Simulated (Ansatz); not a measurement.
# C₇H₅ClO: taking an electron away

One table from this session's results is given with a row withheld; the runs are named, their logs left out.

The runs use Ansatz 0.2.0, Gaussian basis; unrestricted cation, the program's frozen cores in correlated methods.

Levels to be run: UKS PBE-D4/def2-TZVPP; UKS r2SCAN-D4/def2-TZVPP; UKS PBE0-D4/def2-TZVPP; UKS B3LYP-D4/def2-TZVPP; UKS wB97X-V/def2-TZVPP; UKS wB97M-V/def2-TZVPP; UKS B2PLYP/def2-TZVPP; UHF-CCSD(T)/def2-TZVPP; UHF-MP2/def2-QZVPP; extrapolation to the limit; then −ε(HOMO) from the neutral's earlier runs with LDA (SPW92), PBE-D4, revPBE-D4, BLYP-D4, r2SCAN-D4, B97M-V, PBE0-D4, B3LYP-D4, r2SCANh-D4, r2SCAN0-D4, HSE06-D4, BHLYP-D4, CAM-B3LYP-D4, LC-ωPBE, ωB97X-V, ωB97M-V.

## The relaxed structure

All runs share one geometry, relaxed beforehand with PBE0-D4 in a triple-zeta def2 set.

SMILES `O=C(Cl)c1ccccc1`, 14 atoms, charge 0, spin multiplicity 1.

Atoms are counted from 1 here; the program's logs count them from 0.

Bond lengths: O1–C2 1.185 Å, C2–Cl3 1.788 Å, C2–C4 1.476 Å, C4–C5 1.396 Å, C4–C9 1.391 Å, C5–C6 1.382 Å, C5–H10 1.083 Å, C6–C7 1.389 Å, C6–H11 1.083 Å, C7–C8 1.387 Å, C7–H12 1.084 Å, C8–C9 1.384 Å, C8–H13 1.083 Å, C9–H14 1.082 Å. Angles: O1–C2–Cl3 119.1°, O1–C2–C4 125.8°, Cl3–C2–C4 115.2°, C2–C4–C5 116.4°, C2–C4–C9 123.6°, C5–C4–C9 119.9°, C4–C5–C6 120.0°, C4–C5–H10 118.8°, C6–C5–H10 121.2°, C5–C6–C7 119.9°, C5–C6–H11 119.9°, C7–C6–H11 120.2°, C6–C7–C8 120.2°, C6–C7–H12 119.9°, C8–C7–H12 119.9°, C7–C8–C9 120.1°, C7–C8–H13 120.1°, C9–C8–H13 119.7° and more.

The first run:

in.yaml reads:

```yaml
crystal:
  periodic: [false, false, false]
  atoms:
    - {symbol: O, position_ang: [2.592764, -1.669792, -0.649406]}
    - {symbol: C, position_ang: [1.662364, -1.615555, 0.082421]}
    - {symbol: Cl, position_ang: [1.488970, -2.853576, 1.360573]}
    - {symbol: C, position_ang: [0.594540, -0.596628, 0.046807]}
    - {symbol: C, position_ang: [0.702566, 0.382685, -0.941801]}
    - {symbol: C, position_ang: [-0.256685, 1.371975, -1.041664]}
    - {symbol: C, position_ang: [-1.327834, 1.390712, -0.157683]}
    - {symbol: C, position_ang: [-1.437565, 0.418721, 0.825739]}
    - {symbol: C, position_ang: [-0.479551, -0.575118, 0.930764]}
    - {symbol: H, position_ang: [1.545739, 0.349076, -1.620242]}
    - {symbol: H, position_ang: [-0.171239, 2.131397, -1.809738]}
    - {symbol: H, position_ang: [-2.080140, 2.167241, -0.236374]}
    - {symbol: H, position_ang: [-2.273419, 0.434226, 1.514824]}
    - {symbol: H, position_ang: [-0.560487, -1.335364, 1.695770]}
basis:
  gaussian: {orbitals: def2-TZVPP}
total_charge: 1
magnetization: {spin_polarized: true, initial_magnetization: 1}
hamiltonian: {xc: pbe, dispersion: d4}
```

The run is started by

```bash
$ ansatz run in.yaml --threads 2 --pin off --events-out ev --progress --plain --max-ram 31744MiB --backend cuda --devices 0, --max-vram 18GiB
```

Among the steps run: Cation, UKS PBE-D4/def2-TZVPP; Cation, UKS r2SCAN-D4/def2-TZVPP; Cation, UKS PBE0-D4/def2-TZVPP; Cation, UKS B3LYP-D4/def2-TZVPP; Cation, UKS wB97X-V/def2-TZVPP; Cation, UKS wB97M-V/def2-TZVPP; Cation, UKS B2PLYP (frozen core)/def2-TZVPP; Cation, UHF-CCSD(T)/def2-TZVPP; Cation, UHF-MP2/def2-QZVPP.

One table of the session follows, with a row left open; its other results are not shown here.

For comparison, −ε(HOMO) of the neutral from earlier runs:

```
  functional  −ε(HOMO) (eV)
 LDA (SPW92)           7.10
      PBE-D4           6.89
   revPBE-D4           6.81
     BLYP-D4           6.75
   r2SCAN-D4           7.18
      B97M-V           7.11
     PBE0-D4           7.98
    B3LYP-D4           7.75
  r2SCANh-D4           7.56
  r2SCAN0-D4           8.12
    HSE06-D4              ?
    BHLYP-D4           8.76
CAM-B3LYP-D4           9.18
     LC-ωPBE          10.49
     ωB97X-V          10.13
     ωB97M-V          10.05
```

**Question.** Estimate the row for HSE06-D4.

As computed: −ε(HOMO) (eV): 7.59. In the column «−ε(HOMO) (eV)» it lies between r2SCANh-D4 (7.56) and B3LYP-D4 (7.75).
